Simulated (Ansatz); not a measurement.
# ZnHO radical (SMILES [OH][Zn]): one structure at several levels

A test off equilibrium: a structure displaced at random from a GFN2-xTB minimum is computed at several levels, and each is set against CCSD(T).

The runs use Ansatz 0.2.0, Gaussian basis; single points in def2-TZVPP.

Correlated methods freeze the cores. Filled d shells of the heavier atoms are correlated. Orbitals are unrestricted.

## 1. Where the work starts

SMILES `[OH][Zn]`, 3 atoms, charge 0, spin multiplicity 2.

Atoms are counted from 1 here; the program's logs count them from 0.

Bond lengths: O1–Zn2 1.873 Å, O1–H3 0.946 Å. Angles: Zn2–O1–H3 125.3°.

Coordinates:

```xyz
3
HOZn
O    -0.3033   -0.3850   -0.2240
Zn    1.2689    0.0374    0.7027
H    -0.9600    0.2375   -0.4985
```

## 2. CCSD(T)/def2-TZVPP

run/in.yaml

```yaml
crystal:
  periodic: [false, false, false]
  atoms:
    - {symbol: O, position_ang: [-0.303300, -0.385000, -0.224000]}
    - {symbol: Zn, position_ang: [1.268900, 0.037400, 0.702700]}
    - {symbol: H, position_ang: [-0.960000, 0.237500, -0.498500]}
basis:
  gaussian: {orbitals: def2-TZVPP}
magnetization: {spin_polarized: true, initial_magnetization: 1}
correlation: {method: ccsd_t}
scf: {omitted_lower_state_checks: [cluster_reference]}
output: {forces: true}
```

The command line of these runs was not kept.

## 3. PBE0-D4/def2-TZVPP

Edit run/in.yaml of step 2 so:

```diff
@@ -9,4 +9,3 @@
 magnetization: {spin_polarized: true, initial_magnetization: 1}
-correlation: {method: ccsd_t}
-scf: {omitted_lower_state_checks: [cluster_reference]}
-output: {forces: true}
+hamiltonian: {xc: pbe0, dispersion: d4}
+output: {forces: true, orbitals: {seedname: orbitals}}
```

## 4. wB97M-V/def2-TZVPP

Edit run/in.yaml of step 3 so:

```diff
@@ -9,3 +9,3 @@
 magnetization: {spin_polarized: true, initial_magnetization: 1}
-hamiltonian: {xc: pbe0, dispersion: d4}
-output: {forces: true, orbitals: {seedname: orbitals}}
+hamiltonian: {xc: {name: wB97M-V}}
+output: {forces: true}
```

## 5. r2SCAN-D4/def2-TZVPP

Edit run/in.yaml of step 4 so:

```diff
@@ -9,3 +9,3 @@
 magnetization: {spin_polarized: true, initial_magnetization: 1}
-hamiltonian: {xc: {name: wB97M-V}}
+hamiltonian: {xc: r2scan, dispersion: d4}
 output: {forces: true}
```

## 6. PBE-D4/def2-TZVPP

Edit run/in.yaml of step 5 so:

```diff
@@ -9,3 +9,3 @@
 magnetization: {spin_polarized: true, initial_magnetization: 1}
-hamiltonian: {xc: r2scan, dispersion: d4}
+hamiltonian: {xc: pbe, dispersion: d4}
 output: {forces: true}
```

## 7. r2SCAN0-D4/def2-TZVPP

Edit run/in.yaml of step 6 so:

```diff
@@ -9,3 +9,3 @@
 magnetization: {spin_polarized: true, initial_magnetization: 1}
-hamiltonian: {xc: pbe, dispersion: d4}
+hamiltonian: {xc: {name: r2SCAN0}, dispersion: d4}
 output: {forces: true}
```

## 8. B97M-V/def2-TZVPP

Edit run/in.yaml of step 7 so:

```diff
@@ -9,3 +9,3 @@
 magnetization: {spin_polarized: true, initial_magnetization: 1}
-hamiltonian: {xc: {name: r2SCAN0}, dispersion: d4}
+hamiltonian: {xc: {name: B97M-V}}
 output: {forces: true}
```

(Steps that only read results are left out.)

Q: Predict the outcome of this session. Wanted: RMS force component; RMS force error; HOMO and LUMO, PBE0-D4; T1 diagnostic.

The runs gave:

| quantity | value |
| --- | --- |
| RMS force component | 0.566 to 0.769 eV/Å over the methods |
| RMS force error | PBE0-D4 0.071, wB97M-V 0.048, r2SCAN-D4 0.063, PBE-D4 0.330, r2SCAN0-D4 0.149, B97M-V 0.157 eV/Å |
| HOMO and LUMO, PBE0-D4 | -6.32 and -3.18 eV |
| T1 diagnostic | 0.019 |

The forces of wB97M-V come nearest to CCSD(T), those of PBE-D4 are farthest. Frozen-core CCSD(T) forces in triple zeta carry basis errors of their own, and this is one geometry, so small gaps rank nothing. This choice of frozen cores biases the correlated bond energies of the heavy atoms.
